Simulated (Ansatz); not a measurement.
# Ytterbium, omega (AlB2-type) under PBEsol: structure, energy and stiffness

Aim: take ytterbium in the omega (AlB2-type) structure, relax it, solve it on a dense k-mesh, then scale the cell to 7 volumes from 88 to 112 % of the relaxed one and try a fit of the equation of state. Spin polarisation is left out. The k-meshes are 6×6×8 for the relaxation; 9×9×12 for the dense run; 7×7×11 for the volumes.

Computed with Ansatz 0.2.0 (DFT PBEsol, plane waves (420 eV) with PAW, scalar-relativistic; PAW files made under PBE, frozen cores solved again for the functional, unless a step says otherwise).

### 1 The structure to begin with

The structure is hexagonal, space group P6/mmm (No. 191). The conventional cell has a = 6.156 Å, b = 6.156 Å, c = 3.774 Å, α = 90.00°, β = 90.00°, γ = 120.00°. Yb (site symmetry 6/mmm) has 14 Yb at 3.77 to 4.02 Å as nearest neighbours. Yb (site symmetry -6m2) has 11 Yb at 3.55 to 4.02 Å as nearest neighbours.

Structure file:

```cif
data_structure
_symmetry_space_group_name_H-M 'P 1'
_symmetry_Int_Tables_number 1
_cell_length_a 6.1559
_cell_length_b 6.1559
_cell_length_c 3.7736
_cell_angle_alpha 90.000
_cell_angle_beta 90.000
_cell_angle_gamma 120.000
_cell_volume 123.84
loop_
_atom_site_label
_atom_site_type_symbol
_atom_site_fract_x
_atom_site_fract_y
_atom_site_fract_z
_atom_site_occupancy
Yb1 Yb 0.00000 0.00000 0.00000 1
Yb2 Yb 0.33333 0.66667 0.50000 1
Yb3 Yb 0.66667 0.33333 0.50000 1
```

### 2 Geometry optimisation

File input.yaml:

```yaml
crystal:
  lattice:
    - [6.1559491183, 0.0, 0.0]
    - [-3.0779745591, 5.3312083209, 0.0]
    - [0.0, 0.0, 3.7735968095]
  atoms:
    - { symbol: Yb, position: [0.0, 0.0, 0.0] }
    - { symbol: Yb, position: [0.3333333333, 0.6666666667, 0.5] }
    - { symbol: Yb, position: [0.6666666667, 0.3333333333, 0.5] }
hamiltonian:
  xc: pbesol
  pseudopotentials:
    kind: paw
    azcp:
      Yb: "pseudopotentials/Yb.paw.azcp"
basis:
  ecutwfc: 420
  fft_grid_basis: typed
kpoints:
  mp_grid: { grid: [6, 6, 8], shift: [0, 0, 0] }
magnetization:
  spin_polarized: false
scf:
  occupations: { method: fermi_dirac, width: 0.1 }
relax:
  max_steps: 60
  f_tol: 0.01
  cell: {}
```

After this run come: Single point on a dense mesh; Equation of state: 88 %; Equation of state: 92 %; Equation of state: 96 %; Equation of state: 100 %; Equation of state: 104 %; Equation of state: 108 %; Equation of state: 112 %.

**Question.** What will these runs give? Wanted: space group; conventional cell; volume; shortest distance; gap on the mesh; relative to fcc; highest ELF outside the cores; V₀, B₀, B₀′.

As calculated:

```
                      quantity                                   value
space group (spins left aside)                        P6/mmm (No. 191)
             conventional cell  a = 5.723 Å, c = 3.397 Å (c/a = 0.594)
                        volume                          32.120 Å³/atom
             shortest distance                                 3.304 Å
               gap on the mesh            none (levels filled in part)
               relative to fcc                            +65 meV/atom
 highest ELF outside the cores      0.62, 2.37 Å from the nearest atom
                   V₀, B₀, B₀′             31.932 Å³/atom, 22 GPa, 3.9
```

The relaxation shrank the cell by 22.2 % in volume. It lies 65 meV/atom above the element's reference form at the same level (fcc, from a run of its own). No gap shows: it is a metal or semimetal at this level. B₀ comes out at 22 GPa; letting shape and positions relax at each volume could only lower it. Relaxation kept the symmetry; phonons were not checked.
